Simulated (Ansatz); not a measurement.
# ZrO+ (sextet): the correlation ladder, def2-SVP

How much of the correlation energy of ZrO+ (sextet) does each wave-function method recover here?

Program: Ansatz 0.2.0, Gaussian basis. Level of theory: def2-SVP, core rule «outside noble gas», up to 5 orbitals frozen. These are calculated values, not measurements.

The runs, in order: UHF; CCSD(T) on ROHF; CCSD(T) on UHF; CISD; CCSDT(Q) on ROHF; CCSDT(Q) on UHF; CCSDTQ on ROHF.

9 further runs of the same task are left out: 6 for a known fault of the program, 3 set aside as unsound or not needed.

### Step 1. What is computed

The geometry is a PBE0/def2-TZVP stationary point (not a proven minimum) of the parent state, kept for this charge and spin. No spin-orbit coupling is included. Elements past krypton take def2 core potentials.

2 atoms, charge 1, spin multiplicity 6.

Atoms are counted from 1 here; the program's logs count them from 0.

Bond lengths: Zr1–O2 1.915 Å.

As a file:

```xyz
2
charge 1, multiplicity 6
Zr    0.0000    0.0000    0.0000
O     0.0000    0.0000    1.9150
```

### Step 2. UHF

in.yaml

```yaml
crystal:
  periodic: [false, false, false]
  atoms:
    - {symbol: Zr, position_ang: [0.000000, 0.000000, 0.000000]}
    - {symbol: O, position_ang: [0.000000, 0.000000, 1.915000]}
basis:
  gaussian: {orbitals: def2-SVP}
total_charge: 1
magnetization: {spin_polarized: true, initial_magnetization: 5}
hamiltonian: {xc: hf}
output: {orbitals: {seedname: orbitals}}
```

Run with:

```sh
$ ansatz run in.yaml --threads 1 --pin off --events-out ev --progress --plain --max-ram 4096MiB --backend cpu
```

Further steps of the session: CCSD(T) on ROHF; CCSD(T) on UHF; CISD; CCSDT(Q) on ROHF; CCSDT(Q) on UHF; CCSDTQ on ROHF.

**Question.** What will the summary of the whole plan be? Wanted: RCCSDTQ below the RHF energy; RMP2 from RCCSDTQ; UMP2 from RCCSDTQ; RCCSD from RCCSDTQ; RCCSD(T) from RCCSDTQ; UCCSD(T) from RCCSDTQ; RCCSDT(Q) from RCCSDTQ; UCCSDT(Q) from RCCSDTQ; T1 diagnostic.

**Answer**, as computed:

```
                         quantity                               value
     RCCSDTQ below the RHF energy                          -3.9893 eV
                RMP2 from RCCSDTQ                          +610.5 meV
                UMP2 from RCCSDTQ                          +511.7 meV
               RCCSD from RCCSDTQ                           +64.9 meV
            RCCSD(T) from RCCSDTQ                           +14.6 meV
            UCCSD(T) from RCCSDTQ                           -82.0 meV
           RCCSDT(Q) from RCCSDTQ                            +0.5 meV
           UCCSDT(Q) from RCCSDTQ                           -95.1 meV
levels within 1 kcal/mol (43 meV)  UCCSD, RCCSD(T), RCCSDT, RCCSDT(Q)
                    T1 diagnostic                               0.020
```

RCCSD(T) misses by +14.6 meV, 0.4 % of the correlation energy. CCSD(T) misses by +14.6 meV on the restricted determinant and by -82.0 meV on the unrestricted one; the two need not hold the same state or core. These misses are within one basis, not against nature; the frozen cores of restricted and unrestricted runs differ, which can shift their rows.
